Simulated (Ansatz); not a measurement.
# GaP: the cost of one run

Method: DFT PBE, scalar-relativistic, plane waves, PAW, in Ansatz 0.2.0.

The COD entry's cell or inner coordinates are ideal or old and differ from later refinements, so a difference from it is no clean test against experiment.

2 further runs of the same task are left out: 2 set aside as unsound or not needed.

### Step 1. The starting structure

The structure is cubic, space group F-43m (No. 216). Conventional cell: a = 5.507 Å, b = 5.507 Å, c = 5.507 Å, α = 90.00°, β = 90.00°, γ = 90.00°. Al (site symmetry -43m) is surrounded by 4 P at 2.38 Å. P (site symmetry -43m) has 4 Al at 2.38 Å as nearest neighbours.

Coordinates:

```cif
data_structure
_symmetry_space_group_name_H-M 'P 1'
_symmetry_Int_Tables_number 1
_cell_length_a 3.8939
_cell_length_b 3.8939
_cell_length_c 3.8939
_cell_angle_alpha 60.000
_cell_angle_beta 60.000
_cell_angle_gamma 60.000
_cell_volume 41.75
loop_
_atom_site_label
_atom_site_type_symbol
_atom_site_fract_x
_atom_site_fract_y
_atom_site_fract_z
_atom_site_occupancy
Al1 Al 0.00000 0.00000 0.00000 1
P1 P 0.75000 0.75000 0.75000 1
```

This cell was relaxed beforehand with the same method: volume 20.87 Å³/atom, gap on the mesh 1.63 eV.

### Step 2. The film's bulk: GaP

Relaxed beforehand at this level: -2269.7787 eV/atom, gap on the mesh 1.58 eV.

```xyz
2
Lattice="0.0000 -2.7525 -2.7525 2.7525 0.0000 -2.7525 2.7525 -2.7525 0.0000" Properties=species:S:1:pos:R:3 pbc="T T T"
Ga    0.0000    0.0000    0.0000
P     4.1288   -4.1288   -4.1288
```

The bulk reference of AlP, the base, comes from a run made before at the same settings: -647.2216 eV/atom.

### Step 3. GaP strained to the base's plane

The (111) plane of GaP is fitted to the (111) plane of AlP, a strain of 0.0 % along x and 0.0 % along y; the third vector and the atoms relax.

Input file input.yaml:

```yaml
crystal:
  lattice:
    - [3.8938964361, 0.0, 0.0]
    - [-1.9469482181, 3.3722132334, 0.0]
    - [1.9469482181, -1.1240710778, 3.177159285]
  atoms:
    - { symbol: Ga, position: [0.0, 0.0, 0.0] }
    - { symbol: P, position: [0.75, 0.25, 0.75] }
basis:
  ecutwfc: 420
kpoints:
  mp_grid: { grid: [9, 9, 8] }
hamiltonian:
  xc: pbe
scf:
  occupations: { method: gaussian, width: 0.02 }
output:
  forces: true
  stress: true
  eigenvalues: true
  write_density: true
  write_potential: true
  elf: true
  volumetric_format: npy
relax:
  adjacent_minimum: "off"
  f_tol: 0.01
  max_steps: 50
  cell: { fix: [a, b, gamma], stress_tol: 0.1 }
```

Run with:

```console
> ansatz run input.yaml --threads 1 --pin off --max-ram 2560MiB --backend cpu --events-out ev --progress --plain --runs-dir out
```

Q: Estimate wall time and peak memory on 1 thread of Intel Xeon Platinum 8488C (Sapphire Rapids), shared host.

About 28 s, with a peak of 0.47 GiB.
